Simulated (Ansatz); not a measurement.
# YMn2: the cost of one run

Program: Ansatz 0.2.0. Level of theory: DFT PBE, scalar-relativistic, plane waves, PAW. These are calculated values, not measurements.

## (1) Starting point

The structure is trigonal, space group R-3m (No. 166). The conventional cell has a = 5.401 Å, b = 5.401 Å, c = 12.027 Å, α = 90.00°, β = 90.00°, γ = 120.00°. Y (site symmetry 3m) has 12 Mn at 2.93 to 3.15 Å and 4 Y at 3.06 to 3.26 Å in its first shell of neighbours. Around Mn (site symmetry 2/m) lie 6 Mn at 2.54 to 2.70 Å and 2 Y at 2.93 Å. Around Mn (site symmetry -3m) lie 6 Mn at 2.54 Å.

Coordinates:

```cif
data_structure
_symmetry_space_group_name_H-M 'R-3m:H'
_symmetry_Int_Tables_number 166
_cell_length_a 5.4005
_cell_length_b 5.4005
_cell_length_c 12.0270
_cell_angle_alpha 90.000
_cell_angle_beta 90.000
_cell_angle_gamma 120.000
_cell_volume 303.78
loop_
_atom_site_label
_atom_site_type_symbol
_atom_site_symmetry_multiplicity
_atom_site_Wyckoff_symbol
_atom_site_fract_x
_atom_site_fract_y
_atom_site_fract_z
_atom_site_occupancy
Y1 Y 6 c 0.66667 0.33333 0.46045 1
Mn1 Mn 9 e 0.00000 0.50000 0.00000 1
Mn2 Mn 3 b 0.66667 0.33333 0.83333 1
```

This cell comes from an earlier session at PBE: 16.877 Å³/atom at 0.04 GPa, on a 10×10×10 mesh. The large moments point both ways.

## (2) Ferrimagnetic, in the cell as typed

input.yaml reads:

```yaml
crystal:
  lattice:
    - [0.0, 3.8187421396, 3.8187421396]
    - [3.5875159872, 0.2312261524, 3.5875159872]
    - [3.8187421396, 3.8187421396, 0.0]
  atoms:
    - { symbol: "Y", position: [-0.0021130062, 0.0063390186, -0.0021130062] }
    - { symbol: "Y", position: [0.2521130062, 0.2436609814, 0.2521130062] }
    - { symbol: Mn, position: [0.625, 0.625, 0.625], spin: 3.5 }
    - { symbol: Mn, position: [0.125, 0.625, 0.625], spin: 3.5 }
    - { symbol: Mn, position: [0.625, 0.625, 0.125], spin: 3.5 }
    - { symbol: Mn, position: [0.625, 0.125, 0.625], spin: -3.5 }
basis:
  ecutwfc: 420
  ecutrho_ratio: 4
kpoints:
  mp_grid: { grid: [10, 10, 10] }
hamiltonian:
  xc: pbe
scf:
  occupations: { method: gaussian, width: 0.05 }
  lower_state_search: "off"
output:
  forces: true
  stress: true
  eigenvalues: true
  populations: true
magnetization:
  spin_polarized: true
```

Command:

```sh
ansatz run input.yaml --threads 4 --pin off --max-ram 10240MiB --backend cpu --events-out ev --progress --plain --runs-dir out
```

What time and memory should one allow on 4 threads of AMD EPYC 9R45 (Zen 5), shared host?

About 11 s, with a peak of 1.1 GiB.
